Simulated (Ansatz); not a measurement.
# In: the cost of one run

Method: DFT PBEsol, scalar-relativistic, plane waves, PAW, in Ansatz 0.2.0.

## Step 1: The starting structure

The structure is tetragonal, space group I4/mmm (No. 139). The conventional cell has a = 3.195 Å, b = 3.195 Å, c = 4.997 Å, α = 90.00°, β = 90.00°, γ = 90.00°. In (site symmetry 4/mmm) has 12 In at 3.19 to 3.37 Å as nearest neighbours.

Coordinates:

```xyz
1
Lattice="-1.5974 1.5974 2.4987 1.5974 -1.5974 2.4987 1.5974 1.5974 -2.4987" Properties=species:S:1:pos:R:3 pbc="T T T"
In    0.0000    0.0000    0.0000
```

This cell was relaxed beforehand with the same method: volume 25.50 Å³/atom, gap on the mesh none (metal).

## Step 2: The bulk in the cell of the plane

Input file input.yaml:

```yaml
crystal:
  lattice:
    - [3.1948852347, 0.0, 0.0]
    - [-1.5974426173, 2.9656688545, 0.0]
    - [0.0, 1.720908868, 2.6917957446]
  atoms:
    - { symbol: In, position: [0.0, 0.0, 0.0] }
basis:
  ecutwfc: 420
kpoints:
  mp_grid: { grid: [12, 12, 13] }
hamiltonian:
  xc: pbesol
scf:
  occupations: { method: gaussian, width: 0.1 }
output:
  forces: true
  stress: true
  eigenvalues: true
  write_density: true
  write_potential: true
  elf: true
  volumetric_format: npy
```

Started as:

```sh
> ansatz run input.yaml --threads 1 --pin off --max-ram 2560MiB --backend cpu --events-out ev --progress --plain --runs-dir out
```

What time and memory should one allow on 1 thread of Arm Neoverse V2, shared host?

About 8.2 s, with a peak of 0.41 GiB.
